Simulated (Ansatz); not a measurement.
**Be3CdS4: the cell at several levels of theory**

Aim: relax an ordered 8-atom cell of Be3CdS4 on the zincblende lattice (I-42m) with PBE and r2SCAN and see how far the functionals disagree on the cell. This is a trial cell built on a prototype, not taken from a measured structure, and it needn't be the compound's ground state.

The runs shown are made with Ansatz 0.2.0. PAW datasets, plane waves, zero pressure. No spin polarisation and no zero-point or thermal motion; the cell was built from a prototype and may be hypothetical.

**1. The structure to begin with**

This is the cell as the run starts from it, not yet at rest; its lengths are not the crystal's.

The symmetry is I-42m (No. 121, tetragonal); conventional cell a = 4.715 Å, c = 9.431 Å, 13.11 Å³ an atom. Around Be lie 4 S at 2.04 Å; around S lie 3 Be at 2.04 Å and 1 Cd at 2.04 Å; around Cd lie 4 S at 2.04 Å.

As a file:

```
CELL_PARAMETERS angstrom
-2.35767 2.35767 4.71534
2.35767 -2.35767 4.71534
2.35767 2.35767 -4.71534
ATOMIC_POSITIONS crystal
Be 0.75000 0.25000 0.50000
S 0.12500 0.62500 0.00000
Be 0.50000 0.50000 0.00000
S 0.87500 0.87500 0.50000
Be 0.25000 0.75000 0.50000
S 0.62500 0.12500 0.00000
Cd 0.00000 0.00000 0.00000
S 0.37500 0.37500 0.50000
```

**2. PBE: cell and atoms**

input.yaml reads:

```yaml
crystal:
  lattice:
    - [-2.3576675593, 2.3576675593, 4.7153351185]
    - [2.3576675593, -2.3576675593, 4.7153351185]
    - [2.3576675593, 2.3576675593, -4.7153351185]
  atoms:
    - { symbol: Be, position: [0.75, 0.25, 0.5] }
    - { symbol: S, position: [0.125, 0.625, 0.0] }
    - { symbol: Be, position: [0.5, 0.5, 0.0] }
    - { symbol: S, position: [0.875, 0.875, 0.5] }
    - { symbol: Be, position: [0.25, 0.75, 0.5] }
    - { symbol: S, position: [0.625, 0.125, 0.0] }
    - { symbol: Cd, position: [0.0, 0.0, 0.0] }
    - { symbol: S, position: [0.375, 0.375, 0.5] }
kpoints:
  mp_grid: { grid: [8, 8, 8] }
hamiltonian:
  xc: pbe
scf:
  occupations: { method: fermi_dirac, width: 0.02 }
relax:
  f_tol: 0.005
  cell: {}
```

The run is started by

```sh
$ ansatz run input.yaml --threads 2 --pin off --max-ram 18432MiB --backend cpu --events-out ev --progress --plain --runs-dir out
```

The runs that follow: Relaxing with r2SCAN.

Before running it: what results should come out? Wanted: for each run, a; c; volume; space group; SCF geometries.

**Answer**, as computed:

| level | a (Å) | c (Å) | volume (Å³/atom) | space group | SCF geometries |
| --- | --- | --- | --- | --- | --- |
| PBE | 5.165 | 10.128 | 16.890 | I-42m | 9 |
| r2SCAN | 5.153 | 10.090 | 16.743 | I-42m | 4 |

In words: From the start to the first minimum the volume moved by +28.9 %. The volume runs from r2SCAN (least) to PBE (most), a spread of 0.9 %, or 0.3 % in length if all axes shared it alike. The meshes differ: PBE 8×8×8, r2SCAN 6×6×6.
